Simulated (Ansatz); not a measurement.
# CH3AlO2S: the cost of one run

Computed with Ansatz 0.2.0, Gaussian basis. Level: the settings change from run to run.

## (1) The relaxed structure

The geometry comes from an earlier relaxation with PBE0-D4 in a triple-zeta def2 set; it is a stationary point, not always the lowest conformer.

8 atoms, charge 0, spin multiplicity 1.

Atoms are counted from 1 here; the program's logs count them from 0.

Bond lengths: S1–Al2 2.156 Å, S1–H6 1.347 Å, Al2–O3 1.718 Å, Al2–O5 1.720 Å, O3–C4 1.428 Å, C4–O5 1.429 Å, C4–H7 1.096 Å, C4–H8 1.096 Å. Angles: Al2–S1–H6 90.5°, S1–Al2–O3 138.7°, S1–Al2–O5 138.8°, O3–Al2–O5 82.5°, Al2–O3–C4 86.3°, O3–C4–O5 105.1°, O3–C4–H7 110.3°, O3–C4–H8 110.3°, O5–C4–H7 110.2°, O5–C4–H8 110.2°, H7–C4–H8 110.7° and more.

## (2) CAM-B3LYP/6-31G*

This run has unrestricted orbitals, atoms shaken by 0.15 Å, D3(BJ) dispersion.

in.yaml

```yaml
crystal:
  periodic: [false, false, false]
  atoms:
    - {symbol: S, position_ang: [1.302628, -2.067944, 1.467369]}
    - {symbol: Al, position_ang: [0.249085, -0.486044, 0.315571]}
    - {symbol: O, position_ang: [-0.246313, -0.194588, -1.343193]}
    - {symbol: C, position_ang: [-0.568260, 1.251961, -0.985306]}
    - {symbol: O, position_ang: [-0.381102, 0.513730, 0.491790]}
    - {symbol: H, position_ang: [1.289071, -1.212577, 2.445498]}
    - {symbol: H, position_ang: [-1.619546, 0.501284, -1.279454]}
    - {symbol: H, position_ang: [-0.230943, 2.102812, -1.171836]}
basis:
  gaussian: {orbitals: "6-31G*"}
magnetization: {spin_polarized: true, initial_magnetization: 0}
hamiltonian: {xc: {name: CAM-B3LYP}, dispersion: d3bj}
output: {forces: true}
```

The run is started by

```
> ansatz run in.yaml --threads 2 --pin off --events-out ev --progress --plain --max-ram 4352MiB
```

What time and memory should one allow on 2 threads of Arm Neoverse V1, shared host?

About 4.6 s, with a peak of 0.27 GiB.
